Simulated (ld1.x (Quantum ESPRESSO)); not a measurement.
# Co: generating and testing an ultrasoft potential

Aim: build the potential from the settings below, then test how well it stands in for the atom: other configurations, scattering, ghost states and the plane-wave cutoff that it needs.

The numbers are computed with ld1.x (Quantum ESPRESSO) 7.5 (PBE, scalar-relativistic, spin-unpolarised reference atom).

**1. The atom and the settings**

The settings as typed:

* element: cobalt (Co, Z = 27)
* type: ultrasoft
* frozen core: [Ar]
* valence charge: 9
* reference configuration: 3d7 4s0 4p0 (charge +2)
* partial waves: 4s (bound, empty): rcut 1.90, rcutus 2.05 bohr; 4s channel at 0.3 Ry: rcut 1.90, rcutus 2.05 bohr; 4p (bound, empty): rcut 1.90, rcutus 2.00 bohr; 4p channel at 1.75 Ry: rcut 1.90, rcutus 2.00 bohr; 3d (bound): rcut 1.20, rcutus 1.65 bohr; 3d channel at -0.25 Ry: rcut 1.20, rcutus 1.65 bohr
* local potential: all-electron potential smoothed inside 1.25 bohr (lloc = -1)
* core correction: Bessel-smoothed model core, default radius (core density twice the valence density)
* augmentation charge: built from norm-conserving waves at rcut, not smoothed further

The outer shells as boxes (Hund's rule for the drawing; the calculation is spin-unpolarised):

```
[Ar] core
3d [↑↓][↑↓][↑ ][↑ ][↑ ]
4s [  ]
4p [  ][  ][  ]
```

The nodes and maxima of the atom's own shells, from an earlier all-electron run, set the scale for the radii.

All-electron outer shells of the reference configuration (PBE, scalar-relativistic, ld1.x):

```csv
shell,level (eV),outermost node (bohr),outermost maximum (bohr)
3p,-84.73,0.28,0.68
3d,-27.06,–,0.66
4s,-20.94,0.95,2.10
4p,-14.67,1.03,2.50
4f,-3.71,–,6.63
```

**2. The generation run**

Co.in

```
 &input
   title='Co', zed=27., rel=1, dft='PBE', iswitch=3,
   config='[Ar] 3d7 4s0 4p0',
   nld=3, rlderiv=2.25, eminld=-4.0, emaxld=5.0, deld=0.02
 /
 &inputp
   pseudotype=3, tm=.true., lloc=-1, rcloc=1.25,
   nlcc=.true., new_core_ps=.true.,
   file_pseudopw='Co.UPF', file_wfcaegen='ae.wfc', file_wfcncgen='nc.wfc', file_beta='beta', file_chi='chi', file_wfcusgen='us.wfc'
 /
6
4S  1  0   0.00   0.00  1.90  2.05  0.0
4S  1  0   0.00   0.30  1.90  2.05  0.0
4P  2  1   0.00   0.00  1.90  2.00  0.0
4P  2  1   0.00   1.75  1.90  2.00  0.0
3D  3  2   7.00   0.00  1.20  1.65  0.0
3D  3  2   0.00  -0.25  1.20  1.65  0.0
 &test
   configts(1)='3d7 4s0 4p0'
 /
```

Launch:

```
$ ld1.x < Co.in > Co.out
```

What the program wrote to Co.out (without the banner and most projector matrices):

```text
     Program LD1 v.7.5
     --------------------------- All-electron run ----------------------------

     Co
     scalar relativistic calculation

     atomic number is 27.00
     dft =PBE   lsd =0 sic =0 latt =0  beta=0.20 tr2=1.0E-14
     Exchange-correlation= PBE
                           (   1   4   3   4   0   0   0)
     mesh =1193 r(mesh) =  99.89935 a.u. xmin = -7.00 dx = 0.01250
     1 Ry =  13.60569312 eV, c = 137.03599908

     n l     nl                  e(Ry)          e(Ha)          e(eV)
     1 0     1S 1( 2.00)      -559.4993      -279.7496     -7612.3754
     2 0     2S 1( 2.00)       -67.4564       -33.7282      -917.7911
     2 1     2P 1( 6.00)       -57.9735       -28.9867      -788.7695
     3 0     3S 1( 2.00)        -8.9286        -4.4643      -121.4802
     3 1     3P 1( 6.00)        -6.2277        -3.1138       -84.7321
     3 2     3D 1( 7.00)        -1.9892        -0.9946       -27.0639
     4 0     4S 1( 0.00)        -1.5387        -0.7693       -20.9350
     4 1     4P 1( 0.00)        -1.0784        -0.5392       -14.6725

     final scf error:  3.8E-15 reached in  30 iterations

     Etot =   -2784.397424 Ry,   -1392.198712 Ha,  -37883.656885 eV

     Ekin =    2820.406555 Ry,    1410.203278 Ha,   38373.586070 eV
     Encl =   -6635.590034 Ry,   -3317.795017 Ha,  -90281.801688 eV
     Eh   =    1148.620676 Ry,     574.310338 Ha,   15627.780431 eV
     Exc  =    -117.834621 Ry,     -58.917311 Ha,   -1603.221697 eV

     normalization and overlap integrals

     s(1S/1S) =  1.000000  <r> =   0.0562  <r2> =    0.0042  r(max) =   0.0366
     s(2S/2S) =  1.000000  <r> =   0.2554  <r2> =    0.0770  r(max) =   0.2131
     s(2P/2P) =  1.000000  <r> =   0.2249  <r2> =    0.0621  r(max) =   0.1723
     s(3S/3S) =  1.000000  <r> =   0.7743  <r2> =    0.6924  r(max) =   0.6731
     s(3P/3P) =  1.000000  <r> =   0.8164  <r2> =    0.7864  r(max) =   0.6816
     s(3D/3D) =  1.000000  <r> =   1.0215  <r2> =    1.3599  r(max) =   0.6648
     s(4S/4S) =  1.000000  <r> =   2.4230  <r2> =    6.6619  r(max) =   2.0994
     s(4P/4P) =  1.000000  <r> =   2.9038  <r2> =    9.6026  r(max) =   2.5009

     ------------------------ End of All-electron run ------------------------

     --------------------- Generating US pseudopotential ---------------------

      Generating local potential from pseudized AE potential:
      Matching radius rcloc =   1.2500

      Local pseudo, rcloc= 1.258 Estimated cut-off energy=    15.01 Ry

      Computing core charge for nlcc:

       r > 0.44 : true rho core
      Core charge pseudized with two Bessel functions
      Integrated core pseudo-charge :  11.61

      Wfc   4S  rcut= 1.924  Using Troullier-Martins method
      Wfc-us  4S rcutus= 2.073  Estimated cut-off energy=    10.29 Ry

      Wfc   4S  rcut= 1.924  Using Troullier-Martins method
      Wfc-us  4S rcutus= 2.073  Estimated cut-off energy=    13.57 Ry

      Wfc   4P  rcut= 1.924  Using Troullier-Martins method
      Wfc-us  4P rcutus= 2.022  Estimated cut-off energy=    17.43 Ry

      Wfc   4P  rcut= 1.924  Using Troullier-Martins method
      Wfc-us  4P rcutus= 2.022  Estimated cut-off energy=    22.29 Ry

      Wfc   3D  rcut= 1.196  Using Troullier-Martins method
      Wfc-us  3D rcutus= 1.656  Estimated cut-off energy=    42.83 Ry

      Wfc   3D  rcut= 1.196  Using Troullier-Martins method
      Wfc-us  3D rcutus= 1.656  Estimated cut-off energy=    76.19 Ry

     ------------------- End of pseudopotential generation -------------------

     [... the all-electron block is printed once more ...]


     Computing logarithmic derivative in   2.24888
     Computing logarithmic derivative in   2.24888
     Computing the partial wave expansion
     R is outside the sphere for l=    0 j= 0.00
     R is outside the sphere for l=    0 j= 0.00
     R is outside the sphere for l=    1 j= 0.00
     R is outside the sphere for l=    1 j= 0.00
     R is outside the sphere for l=    2 j= 0.00
     R is outside the sphere for l=    2 j= 0.00

     ---------------------- Testing the pseudopotential ----------------------

     Co
     scalar relativistic calculation

     atomic number is 27.00   valence charge is  9.00
     dft =PBE   lsd =0 sic =0 latt =0  beta=0.20 tr2=1.0E-14
     mesh =1193 r(mesh) =  99.89935 xmin = -7.00 dx = 0.01250

     n l     nl             e AE (Ry)        e PS (Ry)    De AE-PS (Ry)
     3 2     3D   1( 7.00)       -1.98916       -1.98916        0.00000
     1 0     4S   1( 0.00)       -1.53869       -1.53869        0.00000
     2 1     4P   1( 0.00)       -1.07841       -1.07841       -0.00000

     eps = 4.4E-17  iter =  4

     Etot =   -2784.397424 Ry,   -1392.198712 Ha,  -37883.656885 eV
     Etotps =   -85.716087 Ry,     -42.858044 Ha,   -1166.226781 eV

     Ekin =      21.419904 Ry,      10.709952 Ha,     291.432642 eV
     Encl =    -143.144916 Ry,     -71.572458 Ha,   -1947.585796 eV
     Ehrt =      43.965568 Ry,      21.982784 Ha,     598.182023 eV
     Ecxc =     -44.058950 Ry,     -22.029475 Ha,    -599.452554 eV
     (Ecc =     -29.026632 Ry,     -14.513316 Ha,    -394.927441 eV)
     Epseu=      36.102307 Ry,      18.051153 Ha,     491.196904 eV

     ---------------------- End of pseudopotential test ----------------------
```

Run time: 1.2 s. Hardware: 1 thread of Neoverse-V1, shared host. (Generation and the later configuration tests together.)

All-electron and pseudo partial waves u(r) = r·R(r), from the program's wave files:

| r (bohr) | 4s AE | 4s PS | 4p AE | 4p PS |
| --- | --- | --- | --- | --- |
| 0.103 | 0.1038 | 0.0331 | 0.1564 | 0.0017 |
| 0.205 | 0.1874 | 0.0665 | 0.1127 | 0.0066 |
| 0.308 | -0.0076 | 0.1015 | -0.0517 | 0.0151 |
| 0.410 | -0.2117 | 0.1377 | -0.1937 | 0.0272 |
| 0.513 | -0.3231 | 0.1762 | -0.2705 | 0.0434 |
| 0.615 | -0.3336 | 0.2165 | -0.2821 | 0.0637 |
| 0.718 | -0.2701 | 0.2593 | -0.2457 | 0.0887 |
| 0.820 | -0.1641 | 0.3037 | -0.1792 | 0.1179 |
| 0.923 | -0.0372 | 0.3500 | -0.0956 | 0.1518 |
| 1.025 | 0.0924 | 0.3969 | -0.0059 | 0.1895 |
| 1.128 | 0.2171 | 0.4444 | 0.0852 | 0.2312 |
| 1.230 | 0.3291 | 0.4908 | 0.1719 | 0.2755 |
| 1.332 | 0.4267 | 0.5356 | 0.2527 | 0.3217 |
| 1.435 | 0.5099 | 0.5781 | 0.3269 | 0.3692 |
| 1.538 | 0.5778 | 0.6168 | 0.3930 | 0.4164 |
| 1.640 | 0.6304 | 0.6504 | 0.4502 | 0.4615 |
| 1.743 | 0.6703 | 0.6788 | 0.4998 | 0.5040 |
| 1.845 | 0.6977 | 0.7004 | 0.5409 | 0.5420 |
| 1.948 | 0.7148 | 0.7152 | 0.5750 | 0.5751 |
| 2.050 | 0.7224 | 0.7224 | 0.6017 | 0.6017 |
| 2.153 | 0.7222 | 0.7222 | 0.6222 | 0.6222 |
| 2.255 | 0.7152 | 0.7152 | 0.6365 | 0.6365 |
| 2.358 | 0.7026 | 0.7026 | 0.6455 | 0.6455 |
| 2.460 | 0.6855 | 0.6855 | 0.6495 | 0.6495 |
| 2.562 | 0.6648 | 0.6648 | 0.6493 | 0.6493 |
| 2.665 | 0.6410 | 0.6410 | 0.6451 | 0.6451 |

**3. Configuration tests**

Co.test.in

```
 &input
   title='Co', zed=27., rel=1, dft='PBE', iswitch=2,
   config='[Ar] 3d7 4s0 4p0'
 /
 &test
   file_pseudo='Co.UPF', nconf=8,
   configts(1)='3d7 4s0 4p0',
   configts(2)='3d7 4s2 4p0',
   configts(3)='3d7 4s1 4p0',
   configts(4)='3d6 4s0 4p0',
   configts(5)='3d6 4s2 4p1',
   configts(6)='3d7 4s0 4p1',
   configts(7)='3d7 4s1 4p1',
   configts(8)='3d5 4s0 4p0'
 /
```

Launch:

```
$ ld1.x < Co.test.in > Co.test.out
```

Co.test.out, the pseudopotential blocks:

```text
     ---------------------- Testing the pseudopotential ----------------------

     Co
     scalar relativistic calculation

     atomic number is 27.00   valence charge is  9.00
     dft =PBE   lsd =0 sic =0 latt =0  beta=0.20 tr2=1.0E-14
     mesh =1193 r(mesh) =  99.89935 xmin = -7.00 dx = 0.01250

     n l     nl             e AE (Ry)        e PS (Ry)    De AE-PS (Ry)
     3 2     3D   1( 7.00)       -1.98916       -1.98916        0.00000
     1 0     4S   1( 0.00)       -1.53869       -1.53869        0.00000
     2 1     4P   1( 0.00)       -1.07841       -1.07841       -0.00000

     eps = 4.4E-17  iter =  4

     Etot =   -2784.397424 Ry,   -1392.198712 Ha,  -37883.656885 eV
     Etotps =   -85.716087 Ry,     -42.858044 Ha,   -1166.226781 eV

     Ekin =      21.419904 Ry,      10.709952 Ha,     291.432642 eV
     Encl =    -143.144916 Ry,     -71.572458 Ha,   -1947.585796 eV
     Ehrt =      43.965568 Ry,      21.982784 Ha,     598.182023 eV
     Ecxc =     -44.058950 Ry,     -22.029475 Ha,    -599.452554 eV
     (Ecc =     -29.026632 Ry,     -14.513316 Ha,    -394.927441 eV)
     Epseu=      36.102307 Ry,      18.051153 Ha,     491.196904 eV

     ---------------------- End of pseudopotential test ----------------------

     ---------------------- Testing the pseudopotential ----------------------

     Co
     [...]
     n l     nl             e AE (Ry)        e PS (Ry)    De AE-PS (Ry)
     3 2     3D   1( 7.00)       -0.60298       -0.61059        0.00761  !
     1 0     4S   1( 2.00)       -0.40202       -0.39992       -0.00210
     2 1     4P   1( 0.00)       -0.09383       -0.09357       -0.00026

     eps = 7.1E-15  iter = 12

     Etot =   -2786.294851 Ry,   -1393.147426 Ha,  -37909.472698 eV
     Etotps =   -87.610194 Ry,     -43.805097 Ha,   -1191.997414 eV
     dEtot_ae =      -1.897427 Ry
     dEtot_ps =      -1.894107 Ry,   Delta E=      -0.003321 Ry

     [...]
     ---------------------- End of pseudopotential test ----------------------

     ---------------------- Testing the pseudopotential ----------------------

     Co
     [...]
     n l     nl             e AE (Ry)        e PS (Ry)    De AE-PS (Ry)
     3 2     3D   1( 7.00)       -1.24646       -1.25014        0.00368
     1 0     4S   1( 1.00)       -0.93803       -0.93593       -0.00210
     2 1     4P   1( 0.00)       -0.54886       -0.54782       -0.00105

     eps = 3.2E-16  iter =  9

     Etot =   -2785.631149 Ry,   -1392.815574 Ha,  -37900.442564 eV
     Etotps =   -86.948675 Ry,     -43.474338 Ha,   -1182.996994 eV
     dEtot_ae =      -1.233725 Ry
     dEtot_ps =      -1.232588 Ry,   Delta E=      -0.001137 Ry

     [...]
     ---------------------- End of pseudopotential test ----------------------

     ---------------------- Testing the pseudopotential ----------------------

     Co
     [...]
     n l     nl             e AE (Ry)        e PS (Ry)    De AE-PS (Ry)
     3 2     3D   1( 6.00)       -3.31966       -3.36158        0.04192  !
     1 0     4S   1( 0.00)       -2.38146       -2.37865       -0.00280
     2 1     4P   1( 0.00)       -1.82341       -1.81925       -0.00417

     eps = 3.9E-15  iter = 11

     Etot =   -2781.761040 Ry,   -1390.880520 Ha,  -37847.787048 eV
     Etotps =   -83.060967 Ry,     -41.530484 Ha,   -1130.102030 eV
     dEtot_ae =       2.636384 Ry
     dEtot_ps =       2.655120 Ry,   Delta E=      -0.018736 Ry

     [...]
     ---------------------- End of pseudopotential test ----------------------
```

4 tests gave no usable energy difference (3d6 4s2 4p1; 3d7 4s0 4p1; 3d7 4s1 4p1; 3d5 4s0 4p0); the test run stopped with "negative rho".

Excitation and ionisation energies from 3d7 4s0 4p0, with the error of the potential.

| valence configuration | charge | ΔE all-electron (eV) | error AE − PS (meV) |
| --- | --- | --- | --- |
| 3d7 4s2 4p0 | 0 | -25.816 | -45 |
| 3d7 4s1 4p0 | +1 | -16.786 | -15 |
| 3d6 4s0 4p0 | +3 | 35.870 | -255 |

**4. Scattering by logarithmic derivatives**

Taken from the files of the generation run. The phase is arctan(r·u′/u) with u = r·R, unwrapped, with energies in Ry. A pole is an energy at which the radial function vanishes at the test radius. The pseudo phase is shifted by a multiple of π to meet the all-electron one at the reference energy. Levels narrower than the energy grid can be missing from the poles. The last column is the largest difference on the grid between −1 and +1 Ry.

| channel | radius (bohr) | reference (Ry) | poles AE | poles PS | window around the reference with phases within 0.05 rad (Ry) | largest difference near zero (rad) |
| --- | --- | --- | --- | --- | --- | --- |
| s | 2.25 | -1.54 | 1.28 | 1.30 | below 4.7 | 0.000 |
| p | 2.25 | -1.08 | 2.50 | 2.49 | the whole range | 0.005 |
| d | 2.25 | -1.99 | -1.80, 4.47 | -1.79, 3.07 | below 0.4 | 0.191 |

Phases (rad) along the scan:

| E (Ry) | d AE | d PS | p AE | p PS |
| --- | --- | --- | --- | --- |
| -4.00 | 1.305 | 1.307 | 1.288 | 1.281 |
| -3.52 | 1.274 | 1.276 | 1.255 | 1.249 |
| -3.04 | 1.223 | 1.226 | 1.210 | 1.206 |
| -2.56 | 1.097 | 1.101 | 1.146 | 1.142 |
| -2.08 | -0.500 | -0.497 | 1.043 | 1.041 |
| -1.60 | -1.704 | -1.702 | 0.858 | 0.856 |
| -1.12 | -1.846 | -1.842 | 0.464 | 0.464 |
| -0.64 | -1.951 | -1.948 | -0.283 | -0.285 |
| -0.16 | -2.090 | -2.092 | -0.911 | -0.916 |
| 0.32 | -2.336 | -2.372 | -1.207 | -1.212 |
| 0.80 | -2.866 | -3.057 | -1.356 | -1.361 |
| 1.28 | -3.674 | -3.954 | -1.445 | -1.448 |
| 1.76 | -4.169 | -4.365 | -1.505 | -1.508 |
| 2.24 | -4.396 | -4.548 | -1.550 | -1.552 |
| 2.72 | -4.518 | -4.654 | -1.587 | -1.587 |
| 3.20 | -4.594 | -4.732 | -1.620 | -1.618 |
| 3.68 | -4.647 | -4.802 | -1.651 | -1.647 |
| 4.16 | -4.689 | -4.877 | -1.683 | -1.675 |
| 4.64 | -4.724 | -4.977 | -1.719 | -1.706 |

**5. Plane-wave convergence, by spherical Bessel functions**

This step uses the generator's waves and projectors in a separate script. Basis: spherical Bessel functions vanishing at 20 bohr, q² up to the cutoff; potential fixed at the reference.

All-electron valence levels (Ry): 4s -1.5387, 4p -1.0784, 3d -1.9892. The lowest levels of each channel (Ry) by cutoff; the last column sums, over occupied levels, occupation times the distance from the level at 400 Ry. A positive value at high cutoff is not a bound level.

| cutoff (Ry) | s #1 | s #2 | p #1 | d #1 | f #1 | Σ f·Δε (mRy) |
| --- | --- | --- | --- | --- | --- | --- |
| 8 | -1.5375 | -0.5611 | -1.0739 | -1.1895 | -0.2720 | 5602.9 |
| 12 | -1.5389 | -0.5618 | -1.0777 | -1.6103 | -0.2721 | 2657.1 |
| 18 | -1.5396 | -1.2798 | -1.0792 | -1.8817 | -0.2722 | 757.6 |
| 25 | -3.4207 | -1.5387 | -1.0796 | -1.9567 | -0.2722 | 232.6 |
| 40 | -4.7811 | -1.5387 | -1.0801 | -1.9891 | -0.2722 | 5.5 |
| 50 | -4.9113 | -1.5387 | -1.0803 | -1.9897 | -0.2722 | 1.3 |
| 60 | -4.9439 | -1.5387 | -1.0804 | -1.9898 | -0.2722 | 0.7 |
| 80 | -4.9566 | -1.5387 | -1.0804 | -1.9899 | -0.2722 | 0.2 |
| 400 | -4.9577 | -1.5387 | -1.0804 | -1.9899 | -0.2722 | 0.0 |

The sum stays within 10 mRy from 40 Ry and within 1 mRy from 60 Ry. The sum leaves out empty levels, which can need more. Ghost test: ghost state, bound below the all-electron valence or empty levels of the same l: s at -67.5 eV.

**6. Summary of results**

```
                                                quantity                                         value
               cutoffs for 10 and 1 mRy, occupied levels                               40 Ry and 60 Ry
                                            bound ghosts                                s at -67.45 eV
                            largest test error (AE − PS)  -255 meV, for 3d6 4s0 4p0 (4 tests unsolved)
largest phase difference near zero energy, channels read                                     0.191 rad
         lowest eigenvalue of the overlap (Bessel basis)                                     0.039 (p)
```

What this shows: A bound ghost (s) makes it unfit for use: electrons can fall into a state that the atom doesn't have. The worst unpolarised test, 3d6 4s0 4p0, is off by 255 meV on 35.9 eV; by total energies transferability rates as poor. The test run broke off, so later configurations gave nothing; the verdict rests on few tests. It counts as of middling hardness, with 40 Ry needed at the looser tolerance. Near zero energy the largest phase difference among the channels read is 0.19 rad, in the d channel.
